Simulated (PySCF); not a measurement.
# C₉H₁₂BN: excited states, first hyperpolarisability

Wanted: excited states, first hyperpolarisability for C₉H₁₂BN (`C=Cc1ccc(B(C)C)nc1`).

Programs: PySCF 2.14.0, with routines of our own; each step states its level. All values are computed. Atoms count from 0.

## Step 1: The starting structure

23 atoms, charge 0, multiplicity 1; geometry from: GFN2-xTB.

## Step 2: Relaxing the molecule at PBE0-D3(BJ)/def2-SVP

The job: settings as JSON, then the geometry in Å.

```
{"job": {"xc": "PBE0", "basis": "def2-SVP", "d3": "d3bj", "grid": 2, "kind": "geom"}, "charge": 0, "multiplicity": 1}
C      4.421586     0.056367    -0.218142
C      3.426614     0.444375     0.571401
C      2.005414     0.258288     0.325754
C      1.473353    -0.362593    -0.805058
C      0.103366    -0.480605    -0.930766
C     -0.750792     0.015970     0.064063
B     -2.318019    -0.087594    -0.010955
C     -3.006504    -0.739585    -1.272116
C     -3.165039     0.438081     1.202295
N     -0.225995     0.612967     1.145407
C      1.074644     0.723721     1.265203
H      4.260680    -0.452291    -1.153308
H      5.449082     0.238075     0.046251
H      3.656698     0.951970     1.500551
H      2.123633    -0.747214    -1.577722
H     -0.315411    -0.960029    -1.802651
H     -2.774821    -0.173144    -2.173938
H     -4.089353    -0.794461    -1.194428
H     -2.639161    -1.749933    -1.449040
H     -3.350025    -0.396940     1.879861
H     -4.142688     0.822199     0.919288
H     -2.641624     1.191705     1.783328
H      1.419609     1.217658     2.167737
```

Launch:

```sh
> OMP_NUM_THREADS=1 python excited_run.py task.json out
```

The driver reads the jobs from task.json and runs them one after another.

Standard output:

```text
step   0  E = -428.96577566  max force = 0.010818
step   1  E = -428.96830093  max force = 0.001545
step   2  E = -428.96834202  max force = 0.000580
step   3  E = -428.96835872  max force = 0.001129
step   4  E = -428.96837694  max force = 0.000840
step   5  E = -428.96839239  max force = 0.000900
step   6  E = -428.96841436  max force = 0.000800
step   7  E = -428.96842029  max force = 0.000748
step   8  E = -428.96843115  max force = 0.000322
optimisation converged
```

Wall time 4.1 min (1 thread of Arm Neoverse V1, shared host); peak memory 0.99 GiB.

The steps of the relaxation:

| step | energy from step 0 (eV) | largest force component (eV/Å) |
| --- | --- | --- |
| 0 | 0.0000 | 0.5563 |
| 1 | -0.0687 | 0.0794 |
| 2 | -0.0698 | 0.0298 |
| 3 | -0.0703 | 0.0581 |
| 4 | -0.0708 | 0.0432 |
| 5 | -0.0712 | 0.0463 |
| 6 | -0.0718 | 0.0411 |
| 7 | -0.0720 | 0.0385 |
| 8 | -0.0723 | 0.0166 |

Distances of close pairs at the start and the end, largest changes first:

| bond | before (Å) | after (Å) | change (Å) |
| --- | --- | --- | --- |
| C8–H19 | 1.091 | 1.109 | +0.018 |
| C0–H11 | 1.077 | 1.094 | +0.017 |
| C7–H16 | 1.090 | 1.106 | +0.016 |
| C0–H12 | 1.076 | 1.092 | +0.016 |
| C8–H20 | 1.088 | 1.102 | +0.014 |
| C7–H18 | 1.090 | 1.103 | +0.014 |
| C10–H22 | 1.085 | 1.098 | +0.013 |
| C4–H15 | 1.080 | 1.092 | +0.013 |

The final coordinates are the input of the step that follows.

| at the end point | value |
| --- | --- |
| point group (found at 0.08 Å tolerance) | C1 |
| rotational constants (GHz, main isotopes) | 3.119, 0.561, 0.479 |
| dipole moment (D) | 2.33 |

## Step 3: Excited states: TDA wB97X-D/def2-SVPD

The job: settings as JSON, then the geometry in Å.

```
{"job": {"kind": "states", "xc": "wB97X-D", "basis": "def2-SVPD", "tda": true, "soc": true, "nstates": 6, "ntriplets": 5, "nquad": 4}, "charge": 0, "multiplicity": 1}
C      4.637341     0.058170    -0.284683
C      3.633226     0.491543     0.486947
C      2.200947     0.296200     0.255873
C      1.661417    -0.391352    -0.838531
C      0.284052    -0.512177    -0.950907
C     -0.562295     0.047628     0.023727
B     -2.140539    -0.057394    -0.053801
C     -2.818000    -0.712848    -1.316482
C     -2.994200     0.475583     1.141471
N     -0.034535     0.709448     1.074442
C      1.277011     0.824197     1.177698
H      4.466063    -0.509859    -1.203284
H      5.677359     0.259847    -0.019233
H      3.878498     1.055146     1.394356
H      2.315512    -0.828117    -1.597099
H     -0.146791    -1.044773    -1.801550
H     -2.649668    -0.055133    -2.189732
H     -3.903962    -0.852706    -1.214801
H     -2.366443    -1.682186    -1.587025
H     -3.295016    -0.421419     1.720055
H     -3.937695     0.948223     0.824967
H     -2.433444     1.129295     1.822821
H      1.655340     1.373453     2.050436
```

Method: TDA wB97X-D/def2-SVPD excited states, vertical, gas phase, spin-orbit mean-field couplings.

Standard output:

```text
coarse grid: 19368 points
cycle   1  E = -429.2112421447  dE =  1.818e+00  |g| = 4.278e-01  |ddm| = 1.330e+01
cycle   2  E = -429.2378522883  dE = -2.661e-02  |g| = 3.650e-01  |ddm| = 3.008e+00
cycle   3  E = -429.2671103990  dE = -2.926e-02  |g| = 8.682e-02  |ddm| = 1.424e+00
cycle   4  E = -429.2687520516  dE = -1.642e-03  |g| = 3.851e-02  |ddm| = 4.329e-01
cycle   5  E = -429.2691387283  dE = -3.867e-04  |g| = 5.795e-03  |ddm| = 1.575e-01
cycle   6  E = -429.2691503638  dE = -1.164e-05  |g| = 2.259e-03  |ddm| = 3.280e-02
cycle   7  E = -429.2691524101  dE = -2.046e-06  |g| = 7.952e-04  |ddm| = 1.288e-02
final grid: 187536 points
cycle   8  E = -429.3341632243  dE = -1.577e-04  |g| = 4.307e-03  |ddm| = 3.984e-01
cycle   9  E = -429.3341674361  dE = -4.212e-06  |g| = 3.219e-03  |ddm| = 4.295e-02
cycle  10  E = -429.3341699071  dE = -2.471e-06  |g| = 9.933e-04  |ddm| = 1.261e-02
cycle  11  E = -429.3341701721  dE = -2.650e-07  |g| = 4.931e-04  |ddm| = 6.187e-03
cycle  12  E = -429.3341702463  dE = -7.418e-08  |g| = 8.824e-05  |ddm| = 2.179e-03
cycle  13  E = -429.3341702514  dE = -5.136e-09  |g| = 4.353e-05  |ddm| = 5.839e-04
cycle  14  E = -429.3341702526  dE = -1.195e-09  |g| = 1.440e-05  |ddm| = 2.503e-04
cycle  15  E = -429.3341702528  dE = -1.331e-10  |g| = 4.744e-06  |ddm| = 7.093e-05
converged SCF energy = -429.3341702528

Singlet excitations
state   eV       nm        f     d(h-e)  d(exc)  Lambda  PR(NTO)  |dmu|/D   mu/D   main configurations
  1   3.9657   312.6   0.00138   1.040   3.075   0.441   1.014    2.257    0.918   H-1->L 0.95
  2   4.8467   255.8   0.53733   0.560   3.326   0.730   1.247    1.669    3.468   H->L 0.69, H->L+1 0.14, H-2->L 0.11
  3   4.9884   248.5   0.00291   1.138   2.692   0.459   1.013    2.701    0.562   H-1->L+1 0.93
  4   5.2719   235.2   0.26214   0.743   3.332   0.661   1.540    2.279    4.276   H-2->L 0.40, H->L+1 0.30, H->L 0.24
  5   5.8224   212.9   0.00105   1.616   3.294   0.332   1.045                     H-3->L 0.72, H-3->L+2 0.14
  6   5.8502   211.9   0.00053   1.000   3.181   0.444   1.136                     H-4->L 0.75

Triplet excitations (Tamm-Dancoff)
state   eV     d(h-e)  d(exc)  Lambda  PR(NTO)   main configurations
  1   3.0875   0.357   3.084   0.761   1.166   H->L 0.86
  2   3.5036   0.939   2.855   0.437   1.021   H-1->L 0.83
  3   4.3900   0.208   2.780   0.648   1.700   H-2->L 0.60, H->L+1 0.14
  4   4.5382   0.043   2.704   0.685   1.121   H->L+1 0.50, H-2->L+1 0.29, H-2->L 0.12
  5   4.5871   1.111   2.748   0.458   1.096   H-1->L+1 0.81, H-1->L 0.09
S1 - T1 = 0.8782 eV

Spin-orbit couplings |<S|Hso|T>| (cm-1)
             T1       T2       T3       T4       T5
S0        0.143   21.610    0.154    1.007   14.461
S1        2.633    0.566    3.775    3.363    1.082
S2        0.058    0.841    0.050    0.219    2.745
S3        0.999    0.232    0.571    3.273    0.380
S4        0.065    5.959    0.018    0.199    2.523
S5        0.819    1.203    1.538    0.631    0.999
S6        1.135   10.783    2.363    1.406    3.790
T1 sublevels (cm-1): 0.000 0.000 0.001   radiative rates (1/s): 0.000445 6.5e-05 0.076
```

It took 2.2 min on 1 thread of Arm Neoverse V1, shared host; peak memory 1.4 GiB.

Key values:

| quantity | value |
| --- | --- |
| S1 less T1 | 0.88 eV |

## Step 4: Excited states: TDDFT CAM-B3LYP/def2-SVPD

Settings changed since step 3:

```diff
@@ -1,2 +1,2 @@
-{"job": {"kind": "states", "xc": "wB97X-D", "basis": "def2-SVPD", "tda": true, "soc": true, "nstates": 6, "ntriplets": 5, "nquad": 4}, "charge": 0, "multiplicity": 1}
+{"job": {"kind": "states", "xc": "CAM-B3LYP", "basis": "def2-SVPD", "tpa": true, "nstates": 8, "nquad": 6, "ntriplets": 0}, "charge": 0, "multiplicity": 1}
 C      4.637341     0.058170    -0.284683
```

Method: TDDFT CAM-B3LYP/def2-SVPD excited states, vertical, gas phase, two-photon moments by quadratic response.

Standard output:

```text
coarse grid: 19368 points
cycle   1  E = -429.0847187293  dE =  1.716e+00  |g| = 4.592e-01  |ddm| = 1.777e+01
cycle   2  E = -429.1040620937  dE = -1.934e-02  |g| = 4.270e-01  |ddm| = 3.258e+00
cycle   3  E = -429.1457455750  dE = -4.168e-02  |g| = 1.011e-01  |ddm| = 1.726e+00
cycle   4  E = -429.1477139968  dE = -1.968e-03  |g| = 4.840e-02  |ddm| = 5.123e-01
cycle   5  E = -429.1482990149  dE = -5.850e-04  |g| = 7.098e-03  |ddm| = 2.189e-01
cycle   6  E = -429.1483125328  dE = -1.352e-05  |g| = 2.554e-03  |ddm| = 3.165e-02
cycle   7  E = -429.1483145291  dE = -1.996e-06  |g| = 7.356e-04  |ddm| = 1.045e-02
final grid: 187536 points
cycle   8  E = -429.2337801935  dE = -5.670e-05  |g| = 4.248e-03  |ddm| = 2.894e-01
cycle   9  E = -429.2337821869  dE = -1.993e-06  |g| = 3.442e-03  |ddm| = 3.342e-02
cycle  10  E = -429.2337851273  dE = -2.940e-06  |g| = 3.686e-04  |ddm| = 1.068e-02
cycle  11  E = -429.2337851432  dE = -1.586e-08  |g| = 3.071e-04  |ddm| = 2.643e-03
cycle  12  E = -429.2337851647  dE = -2.151e-08  |g| = 4.191e-05  |ddm| = 1.320e-03
cycle  13  E = -429.2337851652  dE = -5.228e-10  |g| = 1.556e-05  |ddm| = 2.079e-04
converged SCF energy = -429.2337851652

Singlet excitations
state   eV       nm        f     d(h-e)  d(exc)  Lambda  PR(NTO)  |dmu|/D   mu/D   delta(TPA)   sigma/GM   main configurations
  1   3.9530   313.6   0.00084   1.045   3.100   0.439   1.017    2.267    0.966        0.35      0.002   H-1->L 0.94
  2   4.6170   268.5   0.53532   0.713   3.425   0.743   1.220    2.159    3.962      339.40      2.651   H->L 0.86
  3   4.9827   248.8   0.00200   1.146   2.718   0.452   1.020    2.767    0.605        0.73      0.007   H-1->L+1 0.90
  4   5.1356   241.4   0.08743   0.515   3.204   0.633   1.826    1.758    3.862      461.50      4.459   H-2->L 0.49, H->L+1 0.36, H->L 0.09
  5   5.7606   215.2   0.00047   1.644   3.342   0.329   1.040    6.695    5.132        0.99      0.012   H-3->L 0.76, H-3->L+3 0.13
  6   5.8042   213.6   0.00041   1.019   3.213   0.450   1.157    3.260    2.172        1.28      0.016   H-4->L 0.79
  7   6.0092   206.3   0.08736   1.059   3.330   0.615   2.104                                            H->L+1 0.52, H-2->L 0.39
  8   6.6335   186.9   0.00073   1.191   3.757   0.381   1.280                                            H-1->L+3 0.71
```

It took 3.2 min on 1 thread of Arm Neoverse V1, shared host; peak memory 1.5 GiB.

## Step 5: First hyperpolarisability: quadratic response CAM-B3LYP/def2-SVPD

Settings changed since step 4:

```diff
@@ -1,2 +1,2 @@
-{"job": {"kind": "states", "xc": "CAM-B3LYP", "basis": "def2-SVPD", "tpa": true, "nstates": 8, "nquad": 6, "ntriplets": 0}, "charge": 0, "multiplicity": 1}
+{"job": {"kind": "beta", "xc": "CAM-B3LYP", "basis": "def2-SVPD"}, "charge": 0, "multiplicity": 1}
 C      4.637341     0.058170    -0.284683
```

With the program's defaults for keys left out, this is: quadratic response CAM-B3LYP/def2-SVPD first hyperpolarisability, Taylor convention, gas phase.

Standard output:

```text
coarse grid: 19368 points
cycle   1  E = -429.0847187293  dE =  1.716e+00  |g| = 4.592e-01  |ddm| = 1.777e+01
cycle   2  E = -429.1040620937  dE = -1.934e-02  |g| = 4.270e-01  |ddm| = 3.258e+00
cycle   3  E = -429.1457455750  dE = -4.168e-02  |g| = 1.011e-01  |ddm| = 1.726e+00
cycle   4  E = -429.1477139968  dE = -1.968e-03  |g| = 4.840e-02  |ddm| = 5.123e-01
cycle   5  E = -429.1482990149  dE = -5.850e-04  |g| = 7.098e-03  |ddm| = 2.189e-01
cycle   6  E = -429.1483125328  dE = -1.352e-05  |g| = 2.554e-03  |ddm| = 3.165e-02
cycle   7  E = -429.1483145291  dE = -1.996e-06  |g| = 7.356e-04  |ddm| = 1.045e-02
final grid: 187536 points
cycle   8  E = -429.2337801935  dE = -5.670e-05  |g| = 4.248e-03  |ddm| = 2.894e-01
cycle   9  E = -429.2337821869  dE = -1.993e-06  |g| = 3.442e-03  |ddm| = 3.342e-02
cycle  10  E = -429.2337851273  dE = -2.940e-06  |g| = 3.686e-04  |ddm| = 1.068e-02
cycle  11  E = -429.2337851432  dE = -1.586e-08  |g| = 3.071e-04  |ddm| = 2.643e-03
cycle  12  E = -429.2337851647  dE = -2.151e-08  |g| = 4.191e-05  |ddm| = 1.320e-03
cycle  13  E = -429.2337851652  dE = -5.228e-10  |g| = 1.556e-05  |ddm| = 2.079e-04
converged SCF energy = -429.2337851652

Lowest singlets (eV, f): 3.9530 0.0008  4.6170 0.5353  4.9827 0.0020

First hyperpolarisability (au)
process     nm      |vector|   parallel      HRS      DR
static         -      804.38     306.45     343.29   4.544
shg       1907.0      902.15     344.28     384.43   4.578
eope      1907.0      835.07     318.32          -       -
shg       1064.0     1197.85     458.75     508.69   4.655
eope      1064.0      909.72     347.21          -       -
```

It took 2.5 min on 1 thread of Arm Neoverse V1, shared host; peak memory 1.6 GiB.

## Step 6: Excited states: TDA wB97X-D/def2-SVPD in tetrahydrofuran

Settings changed since step 5:

```diff
@@ -1,2 +1,2 @@
-{"job": {"kind": "beta", "xc": "CAM-B3LYP", "basis": "def2-SVPD"}, "charge": 0, "multiplicity": 1}
+{"job": {"kind": "states", "xc": "wB97X-D", "basis": "def2-SVPD", "tda": true, "soc": true, "nstates": 6, "ntriplets": 5, "nquad": 4, "solvent": "tetrahydrofuran"}, "charge": 0, "multiplicity": 1}
 C      4.637341     0.058170    -0.284683
```

Level: TDA wB97X-D/def2-SVPD excited states, vertical, IEF-PCM tetrahydrofuran (non-equilibrium response), spin-orbit mean-field couplings.

Standard output:

```text
coarse grid: 19368 points
cycle   1  E = -429.2218038632  dE =  1.808e+00  |g| = 4.123e-01  |ddm| = 1.338e+01
cycle   2  E = -429.2514709876  dE = -2.967e-02  |g| = 3.241e-01  |ddm| = 3.015e+00
cycle   3  E = -429.2744018172  dE = -2.293e-02  |g| = 7.294e-02  |ddm| = 1.150e+00
cycle   4  E = -429.2755879923  dE = -1.186e-03  |g| = 3.492e-02  |ddm| = 4.615e-01
cycle   5  E = -429.2758969421  dE = -3.089e-04  |g| = 4.778e-03  |ddm| = 1.382e-01
cycle   6  E = -429.2759065635  dE = -9.621e-06  |g| = 1.855e-03  |ddm| = 4.585e-02
final grid: 187536 points
cycle   7  E = -429.3408528168  dE = -1.586e-04  |g| = 4.296e-03  |ddm| = 3.899e-01
cycle   8  E = -429.3408575213  dE = -4.704e-06  |g| = 2.935e-03  |ddm| = 4.555e-02
cycle   9  E = -429.3408595856  dE = -2.064e-06  |g| = 7.862e-04  |ddm| = 1.091e-02
cycle  10  E = -429.3408597927  dE = -2.071e-07  |g| = 3.635e-04  |ddm| = 5.601e-03
cycle  11  E = -429.3408598328  dE = -4.004e-08  |g| = 9.693e-05  |ddm| = 1.809e-03
cycle  12  E = -429.3408598384  dE = -5.585e-09  |g| = 4.067e-05  |ddm| = 6.877e-04
cycle  13  E = -429.3408598394  dE = -1.006e-09  |g| = 1.256e-05  |ddm| = 2.889e-04
cycle  14  E = -429.3408598395  dE = -1.157e-10  |g| = 3.903e-06  |ddm| = 6.947e-05
converged SCF energy = -429.3408598395

Singlet excitations
state   eV       nm        f     d(h-e)  d(exc)  Lambda  PR(NTO)  |dmu|/D   mu/D   main configurations
  1   4.1048   302.0   0.00178   0.996   3.061   0.451   1.015    2.567    1.298   H-1->L 0.95
  2   4.7246   262.4   0.74721   0.758   3.424   0.740   1.148    2.653    5.123   H->L 0.82
  3   5.1212   242.1   0.00369   1.105   2.702   0.467   1.017    3.070    0.726   H-1->L+1 0.94
  4   5.2231   237.4   0.16990   0.649   3.245   0.645   1.695    2.298    5.154   H-2->L 0.44, H->L+1 0.37, H->L 0.12
  5   5.8280   212.7   0.00099   1.499   3.284   0.343   1.025                     H-3->L 0.73, H-3->L+2 0.13
  6   5.8683   211.3   0.00033   1.148   3.171   0.448   1.149                     H-4->L 0.75

Triplet excitations (Tamm-Dancoff)
state   eV     d(h-e)  d(exc)  Lambda  PR(NTO)   main configurations
  1   3.0923   0.408   3.097   0.751   1.161   H->L 0.86
  2   3.6509   0.906   2.852   0.447   1.024   H-1->L 0.83
  3   4.3909   0.212   2.768   0.650   1.631   H-2->L 0.65, H->L+1 0.09, H->L+2 0.09
  4   4.5222   0.175   2.758   0.667   1.059   H->L+1 0.63, H-2->L+1 0.24
  5   4.7095   0.207   2.548   0.707   1.928   H-5->L 0.33, H->L+2 0.16, H-2->L+1 0.16
S1 - T1 = 1.0126 eV

Spin-orbit couplings |<S|Hso|T>| (cm-1)
             T1       T2       T3       T4       T5
S0        0.109   21.209    0.099    0.191    0.781
S1        2.547    0.625    3.751    1.935    6.972
S2        0.065    0.546    0.049    0.104    0.198
S3        0.911    0.261    0.597    2.446    4.363
S4        0.064    5.481    0.021    0.068    0.339
S5        1.022    7.872    0.975    0.376    1.836
S6        0.992    7.988    2.711    0.778    2.711
T1 sublevels (cm-1): 0.000 0.000 0.001   radiative rates (1/s): 0.000431 9.83e-05 0.0956
```

Run time: 2.3 min. Hardware: 1 thread of Arm Neoverse V1, shared host; peak memory 1.6 GiB.

Key values:

| quantity | value |
| --- | --- |
| S1 less T1 | 1.01 eV |

## Step 7: Summary of results

```
                                                     quantity                                                 value
                                                  point group                                                    C1
                         rotational constants (main isotopes)                                  3.12, 0.56, 0.48 GHz
                   S1 less T1 (step 3, TDA wB97X-D/def2-SVPD)                                               0.88 eV
    β vector (step 5, quadratic response CAM-B3LYP/def2-SVPD)  static 804, SHG 1907.0 nm 902, SHG 1064.0 nm 1198 au
S1 less T1 (step 6, TDA wB97X-D/def2-SVPD in tetrahydrofuran)                                               1.01 eV
```

What this shows: Relaxing lowered the energy by 0.072 eV in 8 steps; the close pair that moved most is C8–H19, from 1.091 to 1.109 Å. No frequency check was run at this level, so the end point may be a saddle. In step 3, the number of triplets below S1 is 2, and the largest singlet-triplet spin-orbit coupling is S0–T2, 21.61 cm⁻¹. β grows from 804 au (static) to 1198 au for doubling at 1064.0 nm: normal dispersion, which grows as twice the photon energy moves toward the bright states. In step 6, the number of triplets below S1 is 2, and the largest singlet-triplet spin-orbit coupling is S0–T2, 21.21 cm⁻¹.
